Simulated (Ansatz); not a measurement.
CH₄BFZn, SMILES [CH3][Zn][BH]F, a geometry optimisation

Program: the Ansatz DFT code, driven from Python.

`opt.py`:
```python
import warnings

import ansatz as az
from ase import Atoms
import numpy as np

warnings.simplefilter('ignore', az.DeckWarning)

atoms = Atoms(['C', 'Zn', 'B', 'F', 'H', 'H', 'H', 'H'], positions=[
    [-0.4517, 0.8715, -0.5199],
    [-0.5275, -0.4239, 0.1176],
    [0.7406, -1.0584, 1.1668],
    [2.1896, -1.0071, 0.6451],
    [-1.3021, 0.3948, -1.1148],
    [-0.9309, 1.7866, 0.0286],
    [0.2969, 1.2903, -1.2343],
    [0.0773, -1.9109, 0.8551],
])
system = az.Crystal.molecule_from_ase(atoms)

base = (
    system.calculation()
    .basis(gaussian='def2-SVP')
    .functional('pbe0', dispersion='d4')
)
symbols = [site.symbol for site in system.cartesian_sites]
start = np.array([site.position_ang for site in system.cartesian_sites], dtype=float)
def progress(event):
    if event['event'] == 'relax_step':
        row = event['data']
        print(f'step {row["step"]:3d}  E = {row["lagrangian_ev"]:.6f} eV  max force {row["allowed_force_max_ev_ang"]:.4f} eV/A')


summary = base.relax(force_tolerance=0.01, max_steps=100).session().plan().execute(on_event=progress).report
end = np.array(summary['positions_ang'])

for key in ('converged', 'free_energy_ev', 'reference_energy_ev', 'n_frozen', 'n_occupied', 'n_virtual'):
    print(f'{key:22s} {summary[key]}')

print('bond        before    after (A)')
for i, j in [(0, 1), (0, 4), (0, 5), (0, 6), (1, 2), (1, 4), (1, 7), (2, 3), (2, 7)]:
    d0, d1 = (np.linalg.norm(xyz[i] - xyz[j]) for xyz in (start, end))
    print(f'{symbols[i]}{i}-{symbols[j]}{j}'.ljust(10), f'{d0:8.4f} {d1:8.4f}')
```

```console
$ python opt.py
step   1  E = -52883.664834 eV  max force 20.5337 eV/A
step   2  E = -52888.087642 eV  max force 8.2679 eV/A
step   3  E = -52890.502472 eV  max force 2.1300 eV/A
step   4  E = -52891.217157 eV  max force 0.8478 eV/A
step   5  E = -52891.672970 eV  max force 1.8692 eV/A
step   6  E = -52892.358016 eV  max force 2.0177 eV/A
step   7  E = -52892.846696 eV  max force 2.3479 eV/A
step   8  E = -52893.177961 eV  max force 1.5594 eV/A
step   9  E = -52893.377769 eV  max force 1.1200 eV/A
step  10  E = -52893.533751 eV  max force 0.3994 eV/A
step  11  E = -52893.599825 eV  max force 0.2454 eV/A
step  12  E = -52893.620901 eV  max force 0.4209 eV/A
step  13  E = -52893.632152 eV  max force 0.1729 eV/A
step  14  E = -52893.632296 eV  max force 0.1540 eV/A
step  15  E = -52893.632116 eV  max force 0.1666 eV/A
step  16  E = -52893.633400 eV  max force 0.0128 eV/A
step  17  E = -52893.633608 eV  max force 0.0046 eV/A
converged              True
free_energy_ev         -52893.6336393419
reference_energy_ev    -52893.545819385436
n_frozen               0
n_occupied             [27, 27]
n_virtual              [66, 66]
bond        before    after (A)
C0-Zn1       1.4458   1.9541
C0-H4        1.1421   1.1031
C0-H5        1.1696   1.1029
C0-H6        1.1163   1.1031
Zn1-B2       1.7639   2.1019
Zn1-H4       1.6701   2.5736
Zn1-H7       1.7666   2.9899
B2-F3        1.5409   1.3297
B2-H7        1.1242   1.2228
```

Total energies depend on the basis set; only differences at equal settings carry meaning. The end point is the stationary point reached from this start; no frequency run checks that it is a minimum, and the basis set is modest. Total less reference energy is the dispersion correction. Timing: 77 s on 1 thread of Arm Neoverse V2, with other jobs on the host, peak memory 0.27 GiB.

(Lines on the test bed's own set-up are left out of the output.)
